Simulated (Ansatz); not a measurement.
# CH₄GeS: small, medium and large basis sets

The task here is to estimate one member of a computed series from the others.

Program: Ansatz 0.2.0, Gaussian basis. Level of theory: one geometry, several basis sets. These are calculated values, not measurements.

Levels to be run: PBE0-D4/def2-SVP; ωB97M-V/def2-SVP; PBE0-D4/def2-QZVPP; ωB97M-V/def2-QZVPP; the functionals' def2-TZVPP values are taken from earlier runs.

### Structure used throughout

All runs share one geometry, relaxed beforehand with PBE0-D4 in a triple-zeta def2 set.

SMILES `S=[CH][GeH3]`, 7 atoms, charge 0, spin multiplicity 1.

Atoms are counted from 1 here; the program's logs count them from 0.

Bond lengths: S1–C2 1.607 Å, C2–Ge3 1.962 Å, C2–H4 1.094 Å, Ge3–H5 1.539 Å, Ge3–H6 1.539 Å, Ge3–H7 1.530 Å. Angles: S1–C2–Ge3 124.3°, S1–C2–H4 119.0°, Ge3–C2–H4 116.6°, C2–Ge3–H5 108.7°, C2–Ge3–H6 108.7°, C2–Ge3–H7 108.6°, H5–Ge3–H6 108.4°, H5–Ge3–H7 111.2°, H6–Ge3–H7 111.2°.

Set-up of the first run:

in.yaml

```yaml
crystal:
  periodic: [false, false, false]
  atoms:
    - {symbol: S, position_ang: [0.113391, -2.333919, 0.621455]}
    - {symbol: C, position_ang: [-0.561651, -0.986623, 0.064683]}
    - {symbol: Ge, position_ang: [0.366374, 0.736058, -0.085325]}
    - {symbol: H, position_ang: [-1.607196, -1.010197, -0.257201]}
    - {symbol: H, position_ang: [0.334105, 1.187141, -1.556243]}
    - {symbol: H, position_ang: [-0.388401, 1.777984, 0.758936]}
    - {symbol: H, position_ang: [1.804577, 0.561457, 0.407995]}
basis:
  gaussian: {orbitals: def2-SVP}
hamiltonian: {xc: pbe0, dispersion: d4}
output: {orbitals: {seedname: orbitals}}
```

Started as:

```sh
ansatz run in.yaml --threads 2 --pin off --events-out ev --progress --plain --max-ram 4352MiB
```

Steps of the session up to this table: PBE0-D4 in def2-SVP; ωB97M-V in def2-SVP; PBE0-D4 in def2-QZVPP; ωB97M-V in def2-QZVPP.

One of the session's tables, all rows but one given; the rest of the session is left out.

It belongs to the step «Density functionals: the series». 

| functional | basis | HOMO (eV) | LUMO (eV) |
| --- | --- | --- | --- |
| PBE0-D4 | def2-SVP | ? | ? |
| PBE0-D4 | def2-TZVPP | -6.42 | -2.67 |
| PBE0-D4 | def2-QZVPP | -6.45 | -2.70 |
| ωB97M-V | def2-SVP | -8.41 | -0.23 |
| ωB97M-V | def2-TZVPP | -8.58 | -0.46 |
| ωB97M-V | def2-QZVPP | -8.62 | -0.52 |

**Question.** Estimate the row for PBE0-D4, def2-SVP.

**Answer.** HOMO (eV): -6.28; LUMO (eV): -2.52. In the column «HOMO (eV)» it is the highest.
